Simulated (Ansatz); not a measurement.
Runs of Ansatz 0.2.0 on ReSbN. It takes space group P4/nmm (No. 129, tetragonal). Conventional cell: a = 3.432 Å, b = 3.432 Å, c = 8.593 Å, α = 90.00°, β = 90.00°, γ = 90.00°. Around Re (site symmetry 4mm) lie 4 N at 2.03 Å. Sb (site symmetry 4mm) has 4 Re at 3.01 Å and 4 N at 3.34 Å and 4 Sb at 3.43 Å as nearest neighbours. Around N (site symmetry -4m2) lie 4 Re at 2.03 Å. The cell comes from a database or a generator and needn't be the stable form of this composition.

```csv
level,U,hubbard projectors,double counting,gap on the mesh (eV),pressure (GPa),relaxed volume (Å³/atom)
LDA+U,Re d U = 8 eV,ortho-atomic (the default),fll (the default),none,0.0,(b)
LDA+U,Re d U = 3 eV,ortho-atomic (the default),fll (the default),none,0.0,15.82
LDA,-,-,-,none,0.0,15.89
LDA+U,Re d U = 6 eV,ortho-atomic (the default),fll (the default),none,0.0,(a)
LDA+U,Re d U = 1 eV,ortho-atomic (the default),fll (the default),none,0.0,15.87
LDA+U,Re d U = 4 eV,ortho-atomic (the default),fll (the default),none,0.0,15.80
LDA+U,Re d U = 5 eV,ortho-atomic (the default),fll (the default),none,0.0,15.80
LDA+U,Re d U = 2 eV,ortho-atomic (the default),fll (the default),none,0.0,15.84
```

Alike in all rows: task relaxation of cell and atoms; potentials or basis Ansatz PAW; no spin polarisation; cell relaxed; k mesh 8 × 8 × 3; cutoff (eV) 420; smearing fermi-dirac 0.05 eV.

Estimate the missing entries.

(a) 15.81; (b) 15.88.

Caveats: the plane-wave basis is chosen anew once the cell has moved, so the energies of steps on either side of that aren't comparable; the PAW data sets come from PBE, with cores solved anew for the run's functional, which leaves a small shift of forces and pressure; U without spin polarisation on a metal has little footing (some runs).

A k mesh can miss the band edges, and the runs leave out spin-orbit coupling on Re, Sb.

A gap of «none» marks a metal or a gap under the smearing width.
